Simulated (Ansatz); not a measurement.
**InF (SMILES [F][In]): BLYP/def2-TZVPP (core potential)**

Aim: the energy change on altering one bond length of InF at BLYP/def2-TZVPP (core potential), from 2 runs. 

Program for the calculation: Ansatz 0.2.0.

36 further runs of the same task are left out: 36 set aside as unsound or not needed.

### Step 1. Starting point

InF has 2 atoms, charge 0, and is taken as a singlet. As SMILES, `[F][In]`. Geometry: relaxed at PBE0-D4/def2-TZVP.

Bond lengths: F1–In2 1.994 Å.

### Step 2. The energy at BLYP/def2-TZVPP (core potential)

run.yaml

```yaml
crystal:
  periodic: [false, false, false]
  atoms:
    - {symbol: F, position_ang: [0.000000, 0.000000, 0.015910]}
    - {symbol: In, position_ang: [-0.000000, -0.000000, 2.009580]}
basis:
  gaussian: {orbitals: def2-TZVPP}
hamiltonian: {xc: {name: BLYP}}
accuracy: high
output: {orbitals: {seedname: orbitals}}
```

Launch:

```
$ ansatz run run.yaml --threads 1 --pin off --max-ram 3480MiB --events-out events.jsonl --progress --plain --runs-dir runs
```

Output:

```text
Warning: RAYON_NUM_THREADS=1 ignored (pool sized by the plan → 1); use --threads N
Functional definition: BLYP
  name "BLYP"
  parameter beta = 0.0042
  parameter a = 0.04918
  parameter b = 0.132
  parameter c = 0.2533
  parameter d = 0.349
  exchange = b88_x(beta = beta)
  correlation = lyp_c(a = a, b = b, c = c, d = d)
1346 factors; integrals over basis functions are off by at most 3.4e-9 eV
mean field evaluation 1: about -7888.6080 eV, gradient 5.1e1 eV
mean field evaluation 2: about -7683.6614 eV, gradient 2.5e2 eV
mean field evaluation 4: about -7892.5570 eV, gradient 8.8e0 eV
mean field evaluation 8: about -7892.7020 eV, gradient 5.8e-1 eV
mean field evaluation 16: about -7892.7026 eV, gradient 8.9e-6 eV
mean field -7892.70259845 eV, -290.0514706271 hartree, gradient 3.6e-8 eV, S^2 0.000000; 0 other end points of the search recorded, 0 dependent functions left out
reference -7892.70263825 eV, -290.0514720896 hartree; 15, 15 occupied and 66, 66 virtual orbitals, 1346 factors
Total energy: -7892.70263825 eV, -290.0514720896 hartree
```

Run time: 3.6 s. Hardware: 1 thread of Arm Neoverse V1, shared host; peak memory 0.15 GiB.

### Step 3. The distorted shape

run.yaml

```yaml
crystal:
  periodic: [false, false, false]
  atoms:
    - {symbol: F, position_ang: [0.000000, 0.000000, -0.582220]}
    - {symbol: In, position_ang: [-0.000000, -0.000000, 2.009580]}
basis:
  gaussian: {orbitals: def2-TZVPP}
output: {orbitals: {seedname: orbitals}}
accuracy: high
hamiltonian: {xc: {name: BLYP}}
```

Launch:

```
$ ansatz run run.yaml --threads 1 --pin off --max-ram 3480MiB --events-out events.jsonl --progress --plain --runs-dir runs
```

Output, shortened:

```text
Warning: RAYON_NUM_THREADS=1 ignored (pool sized by the plan → 1); use --threads N
[... 9 set-up lines as earlier in the session ...]
1311 factors; integrals over basis functions are off by at most 3.9e-9 eV
mean field evaluation 1: about -7886.3108 eV, gradient 5.5e1 eV
mean field evaluation 2: about -7578.7151 eV, gradient 1.9e2 eV
mean field evaluation 4: about -7889.7841 eV, gradient 3.3e1 eV
mean field evaluation 8: about -7889.7836 eV, gradient 3.3e1 eV
mean field evaluation 16: about -7891.7094 eV, gradient 1.0e-6 eV
mean field -7891.70939585 eV, -290.0149711048 hartree, gradient 2.8e-8 eV, S^2 0.000000; 0 other end points of the search recorded, 0 dependent functions left out
reference -7891.70943554 eV, -290.0149725632 hartree; 15, 15 occupied and 66, 66 virtual orbitals, 1311 factors
Total energy: -7891.70943554 eV, -290.0149725632 hartree
```

Wall time 3.6 s (1 thread of Arm Neoverse V1, shared host); peak memory 0.15 GiB.

### Step 4. Outcome

At BLYP/def2-TZVPP (core potential):

```
                                                          quantity          value
                                         first shape: total energy  -290.05147 Eh
                                          first shape: HOMO energy       -6.40 eV
                                          first shape: LUMO energy       -2.19 eV
                                        first shape: HOMO–LUMO gap        4.20 eV
                                     distorted shape: total energy  -290.01497 Eh
                                      distorted shape: HOMO energy       -5.58 eV
                                      distorted shape: LUMO energy       -2.94 eV
                                    distorted shape: HOMO–LUMO gap        2.63 eV
energy change with the F1–In2 bond stretched from 1.994 to 2.592 Å       0.993 eV
```

With the F1–In2 bond stretched from 1.994 to 2.592 Å the energy rises by 0.99 eV (95.8 kJ/mol). The first shape isn't relaxed at this level, so the change isn't measured from a minimum.
